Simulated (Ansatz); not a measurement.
CsN on several prototypes: a ranking of structure types by relaxed energy, run with the Ansatz DFT code, driven from Python.

Script `run_prototypes.py`:
```python
# -*- coding: utf-8 -*-
import csv
import warnings

import ansatz
import numpy as np
import spglib

FUNCTIONAL = 'PBEsol'
CUTOFF_EV = 510
KSPACING = 0.36
OCCUPATIONS = 'fermi_dirac'
SMEARING_WIDTH = 0.01


def wurtzite(first, second, a):
    return (
        ansatz.Lattice.from_parameters(a, a, 1.633 * a, alpha=90, beta=90, gamma=120)
        .space_group(186)
        .atom(first, (1 / 3, 2 / 3, 0))
        .atom(second, (1 / 3, 2 / 3, 0.375))
    )


def zincblende(a_site, b_site, a):
    return (
        ansatz.Lattice.fcc(a)
        .space_group(216)
        .atom(a_site, (0, 0, 0))
        .atom(b_site, (0.25, 0.25, 0.25))
        .primitive()
    )


def rocksalt(a_site, b_site, a):
    return ansatz.Crystal.rocksalt(a_site, b_site, a=a)


def compute(name, crystal):
    calc = (
        crystal.calculation()
        .functional(FUNCTIONAL)
        .basis(CUTOFF_EV)
        .kpoints(spacing=KSPACING)
        .occupations(OCCUPATIONS, width=SMEARING_WIDTH)
        .stress()
        .band_table()
    )
    calc = calc.relax(force_tolerance=0.02, max_steps=60, cell=True)
    return calc.run(threads=1)


def space_group(outcome):
    sites = outcome.report['lattice']['sites']
    kinds = sorted({site['symbol'] for site in sites})
    cell = (outcome.lattice.cell_ang, [site['position_frac'] for site in sites], [kinds.index(site['symbol']) for site in sites])
    return spglib.get_spacegroup(cell, symprec=0.01)


def volume_per_atom(outcome):
    return abs(np.linalg.det(outcome.lattice.cell_ang)) / len(outcome.lattice.sites)


def pressure_gpa(outcome):
    return float(np.trace(outcome.report['stress_gpa']) / 3)


def main():
    warnings.simplefilter('ignore', ansatz.DeckWarning)

    phases = {}
    phases['wurtzite'] = wurtzite('Cs', 'N', 4.75)
    phases['zincblende'] = zincblende('Cs', 'N', 6.72)
    phases['rocksalt'] = rocksalt('Cs', 'N', 6.28)

    done = {}
    for name, crystal in phases.items():
        try:
            done[name] = compute(name, crystal)
        except ansatz.NonConvergedError as error:
            print(name, 'did not converge:', str(error)[:120])

    energy = {name: o.report['energy_sigma0_ev'] / len(o.lattice.sites) for name, o in done.items()}
    lowest = min(energy.values())
    rows = [(name, len(o.lattice.sites), 1000 * (energy[name] - lowest), space_group(o), volume_per_atom(o), pressure_gpa(o)) for name, o in done.items()]
    rows.sort(key=lambda row: row[2])
    with open('prototypes.csv', 'w', newline='') as handle:
        writer = csv.writer(handle)
        writer.writerow(['phase', 'atoms', 'dE (meV/atom)', 'space group', 'V (A^3/atom)', 'P (GPa)'])
        writer.writerows([round(v, 4) if isinstance(v, float) else v for v in row] for row in rows)
    print(open('prototypes.csv').read())


if __name__ == '__main__':
    main()
```

Which of these structures comes out lowest, and how far apart are they?

By space group at the end of each run: Fm-3m (+0 meV an atom, 23.1 Å³), P6_3mc (+172 meV an atom, 30.1 Å³) and F-43m (+229 meV an atom, 31.4 Å³).

What the script printed:

`python run_prototypes.py` gives:
```text
phase,atoms,dE (meV/atom),space group,V (A^3/atom),P (GPa)
rocksalt,2,0.0,Fm-3m (225),23.0775,-0.0022
wurtzite,4,172.0207,P6_3mc (186),30.1447,0.0014
zincblende,2,228.6936,F-43m (216),31.4106,-0.0035
```

Reading the output:
- For the metals among these phases the mesh is modest: differences between phases can be off by up to 40 meV an atom.
- Pressure is positive in compression.
- The cells are built on prototypes, so most aren't the phase found in nature. Rows bear the name of their start, and a relaxation keeps or raises the symmetry. Differences under about 40 meV an atom lie within the error of mesh and functional.
- It ran for 80 s on 1 thread of Arm Neoverse N1 (shared host), peak memory 0.47 GiB.
